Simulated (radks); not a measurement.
**Excited configurations of S¹⁵⁺**

Aim: excitation energies and quantum defects of the outer electron of S¹⁵⁺, by total-energy differences.

Program: radks (a radial shooting solver on a logarithmic mesh, Libxc functionals) version 1. Level of theory: Dirac Kohn-Sham, PBE, spin-unpolarised, spherical densities, point nucleus; open shells fill j = l - 1/2 first. These are calculated values, not measurements, unless marked.

## (1) The system

| Item | Value |
| --- | --- |
| element | sulfur (Z = 16) |
| charge | +15 |
| electrons | 1 |
| configuration | 1s1 |

## (2) Ground configuration: 1s1

Settings of this run:

```text
Z 16
configuration 1s1
relativity Dirac
functional pbe,pbe
spin unpolarised
j_filling energy
nucleus point
c 137.035999084
```

## (3) Outer electron in 2s: 2s1

Settings, as their differences from step 2:

```diff
@@ -1,3 +1,3 @@
 Z 16
-configuration 1s1
+configuration 2s1
 relativity Dirac
```

## (4) Outer electron in 3s: 3s1

Settings, as their differences from step 3:

```diff
@@ -1,3 +1,3 @@
 Z 16
-configuration 2s1
+configuration 3s1
 relativity Dirac
```

## (5) Outer electron in 3p: 3p1

Settings, as their differences from step 4:

```diff
@@ -1,3 +1,3 @@
 Z 16
-configuration 3s1
+configuration 3p1
 relativity Dirac
```

## (6) Outer electron in 4p: 4p1

Settings, as their differences from step 5:

```diff
@@ -1,3 +1,3 @@
 Z 16
-configuration 3p1
+configuration 4p1
 relativity Dirac
```

## (7) Outer electron in 4f: 4f1

Settings, as their differences from step 6:

```diff
@@ -1,3 +1,3 @@
 Z 16
-configuration 4p1
+configuration 4f1
 relativity Dirac
```

## (8) Outer electron in 5p: 5p1

Settings, as their differences from step 7:

```diff
@@ -1,3 +1,3 @@
 Z 16
-configuration 4f1
+configuration 5p1
 relativity Dirac
```

## (9) Outer electron in 7d: 7d1

Settings, as their differences from step 8:

```diff
@@ -1,3 +1,3 @@
 Z 16
-configuration 5p1
+configuration 7d1
 relativity Dirac
```

## (10) Outer electron in 7f: 7f1

Settings, as their differences from step 9:

```diff
@@ -1,3 +1,3 @@
 Z 16
-configuration 7d1
+configuration 7f1
 relativity Dirac
```

Q: Predict the outcome of this session. Wanted: for each run, outer orbital; excitation; binding; n*; quantum defect; <r>.

**Answer**, as computed:

| outer orbital | excitation (eV) | binding (eV) | n* | quantum defect | <r> (bohr) |
| --- | --- | --- | --- | --- | --- |
| 2s | 2598.3 | 871.69 | 1.999 | 0.001 | 0.3731 |
| 3s | 3081.9 | 388.11 | 2.996 | 0.004 | 0.8390 |
| 3p | 3082.5 | 387.50 | 2.998 | 0.002 | 0.7780 |
| 4p | 3251.5 | 218.51 | 3.992 | 0.008 | 1.430 |
| 4f | 3253.5 | 216.56 | 4.010 | -0.010 | 1.127 |
| 5p | 3329.9 | 140.10 | 4.986 | 0.014 | 2.268 |
| 7d | 3398.4 | 71.574 | 6.976 | 0.024 | 4.385 |
| 7f | 3398.5 | 71.508 | 6.979 | 0.021 | 4.202 |

Binding is E(ion) − E, and n* = 16/√(2·binding) in atomic units. The Δ-SCF energy to the ion that was run is 3470.0 eV (NIST's first ionisation energy, to the ion's ground state: 3494.2 eV, theoretical). Mean quantum defects: s 0.00, p 0.01, f 0.01, d 0.02. Self-interaction in the functional shifts them, so they are the method's values and not measured ones. Spin polarisation and multiplet splitting are left out, so open shells lie too high by an amount that depends on their filling.
